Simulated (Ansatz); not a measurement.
What does this script print? It uses the Ansatz DFT code, driven from Python.

The script, `zrbrn_ecut.py`:
```python
# -*- coding: utf-8 -*-
import warnings

import ansatz
import pandas as pd

warnings.simplefilter("ignore", ansatz.DeckWarning)

structure = (
    ansatz.Lattice.of((1.827061, 1.054854, 10.150805), (-1.827061, 1.054854, 10.150805), (0.0, -2.109708, 10.150805))
    .atom("Zr", (0.875971, 0.875971, 0.875971))
    .atom("Zr", (0.124029, 0.124029, 0.124029))
    .atom("Br", (0.60763, 0.60763, 0.60763))
    .atom("Br", (0.39237, 0.39237, 0.39237))
    .atom("N", (0.804946, 0.804946, 0.804946))
    .atom("N", (0.195054, 0.195054, 0.195054))
)

model = structure.calculation()
model = model.occupations("Fermi-Dirac", width=10 * ansatz.meV)
model = model.scf(tolerance=1e-09)
model = model.kpoints(6, 6, 6).functional("lda")

rows = []
for value in [250, 300, 350, 400]:
    report = model.basis(value).run(threads=1).report
    rows.append((value, report["free_energy_ev"] / len(report["lattice"]["sites"]), report["n_iterations"], report["n_pw"]))

table = pd.DataFrame(rows, columns=["cutoff (eV)", "F/atom (eV)", "iterations", "plane waves"])
print(table.round(5).to_string(index=False))

for row in rows[:-1]:
    shift = 1000 * (row[1] - rows[-1][1])
    print(f"{row[0]}: {shift:+.2f} meV/atom" + ("  (within 2 meV)" if abs(shift) < 2 else ""))
```

`python zrbrn_ecut.py` gives:
```text
 cutoff (eV)  F/atom (eV)  iterations  plane waves
         250  -2382.96621           9         1053
         300  -2383.35610           9         1385
         350  -2383.46021           9         1753
         400  -2383.48358           9         2097
250: +517.37 meV/atom
300: +127.49 meV/atom
350: +23.37 meV/atom
```

What to keep in mind:
- Spin is left out of this run.
- This cell is a computed structure, which may not be the phase found in nature.
- Shifts are counted from the last row, which is itself no proven limit.
- The script silences the warnings on its input, which a real study should read.
- Timing: 15 s on 1 thread of Arm Neoverse V2 (shared host), peak memory 0.49 GiB.
